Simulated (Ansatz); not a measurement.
A nudged elastic band was laid between two geometries of a periodic cell of 17 atoms, Si (host Si, host structure diamond, interstitial Si).

Theory: DFT LDA, scalar-relativistic, plane waves, PAW (Ansatz). Settings: PAW set soft_1, cutoff 420 eV, k mesh 2x2x2, gaussian smearing 0.02 eV, no spin polarisation.

* movable images: 2
* climbing image: no
* spring: 5.0 eV/Å²
* optimiser: quadratic models (default)
* start path: default
* force threshold: 0.05 eV/Å
* iteration limit: 50
* end points: relaxed

Image 0:

```xyz
17
Lattice="0.0000 5.4300 5.4300 5.4300 0.0000 5.4300 5.4300 5.4300 0.0000" Properties=species:S:1:pos:R:3
Si -0.002 -0.004 0.008
Si 1.359 1.358 1.327
Si 2.721 2.720 0.007
Si 4.074 4.073 1.359
Si 2.738 -0.020 2.696
Si 4.109 1.358 4.075
Si 5.427 2.723 2.713
Si 6.789 4.041 4.075
Si -0.018 2.735 2.697
Si 1.360 4.106 4.075
Si 2.723 5.425 2.714
Si 4.042 6.788 4.075
Si 2.738 2.736 5.454
Si 4.075 4.072 6.791
Si 5.411 5.410 5.455
Si 6.789 6.788 6.826
Si 6.791 6.788 4.077
```

Image 3:

Only the atoms that move by more than 0.05 Å are listed.
```
Si17 8.144 8.146 2.702
```

(1) What changes between the two ends?

(2) What energy profile does the band end with?

(3) What is the geometry of the highest image?

Results:

(1) Contacts lost: Si15–Si17. Contacts made: Si4–Si17. The atom that moves furthest is Si17, by 2.36 Å.

(2) The forces met the threshold. The highest image is number 1 of 0 to 3, 0.292 eV above the ends, which have the same energy within 2 meV. No image climbed, so the highest image needn't sit at the top of the path. Limits of this set-up: coarse k mesh, PAW files made for another functional.

| image | path coordinate (Å) | energy (eV) | Si15–Si17 (Å) | Si4–Si17 (Å) |
| --- | --- | --- | --- | --- |
| 0 | 0.00 | 0.000 | 2.39 | 4.70 |
| 1 | 1.09 | 0.292 | 2.65 | 3.76 |
| 2 | 2.18 | 0.292 | 3.76 | 2.65 |
| 3 | 3.27 | 0.000 | 4.69 | 2.39 |

(3) 
```xyz
17
Lattice="0.0000 5.4300 5.4300 5.4300 0.0000 5.4300 5.4300 5.4300 0.0000" Properties=species:S:1:pos:R:3
Si -0.120 -0.121 0.121
Si 1.297 1.296 1.347
Si 2.663 2.662 0.035
Si 3.962 3.961 1.470
Si 2.816 -0.191 2.615
Si 4.083 1.297 4.135
Si 5.396 2.662 2.769
Si 6.836 3.994 4.025
Si -0.190 2.815 2.615
Si 1.297 4.083 4.135
Si 2.663 5.395 2.769
Si 3.995 6.836 4.025
Si 2.816 2.816 5.623
Si 4.305 4.304 6.557
Si 5.689 5.688 5.173
Si 6.836 6.835 6.868
Si 7.221 7.220 3.642
```

The run took 85 s on 1 thread of Arm Neoverse V2, on a shared host, peak memory 0.58 GiB.
